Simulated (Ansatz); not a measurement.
**RuTe (rocksalt): a single-point run**

Aim: a sound single-point run of RuTe (rocksalt). The structure is shown as the input types it.

Method: DFT r2SCAN, scalar-relativistic, plane waves, PAW, in Ansatz 0.2.0.

## Step 1: Starting point

Symmetry: Fm-3m, No. 225, cubic system. Conventional cell: a = 5.421 Å, b = 5.421 Å, c = 5.421 Å, α = 90.00°, β = 90.00°, γ = 90.00°. Ru (site symmetry m-3m) is surrounded by 6 Te at 2.71 Å. Te (site symmetry m-3m) has 6 Ru at 2.71 Å in its first shell of neighbours.

The input asks for a charge of +6 e on the cell.

Structure file:

```xyz
2
Lattice="0.0000 2.7105 2.7105 2.7105 0.0000 2.7105 2.7105 2.7105 0.0000" Properties=species:S:1:pos:R:3 pbc="T T T"
Ru    2.7105    2.7105    2.7105
Te    0.0000    0.0000    0.0000
```

## Step 2: The calculation

The input, input.yaml:

```yaml
crystal:
  lattice:
    - [0.0, 2.7105248454, 2.7105248454]
    - [2.7105248454, 0.0, 2.7105248454]
    - [2.7105248454, 2.7105248454, 0.0]
  atoms:
    - { symbol: Ru, position: [0.5, 0.5, 0.5] }
    - { symbol: Te, position: [0.0, 0.0, 0.0] }
basis:
  ecutwfc: 500
  ecutrho_ratio: 4
kpoints:
  mp_grid: { grid: [12, 12, 12] }
hamiltonian:
  xc: r2scan
scf:
  occupations: { method: gaussian, width: 0.05 }
  max_iter: 100
output:
  forces: true
  stress: true
total_charge: 6
```

The run is started by

```console
$ ansatz run input.yaml --threads 2 --pin off --max-ram 2662MiB --backend cpu --events-out ev --progress --plain --runs-dir out
```

What happens when this is run?

The run converged and reported no error. It gives a pressure of 50 GPa, which is large; a structure far from rest gives such values too, whatever the setting.

In the input, total_charge is 6. The typed charge changes the electron count, so this is no longer the system that was meant.

Run again and compare: delete total_charge (the default then holds).
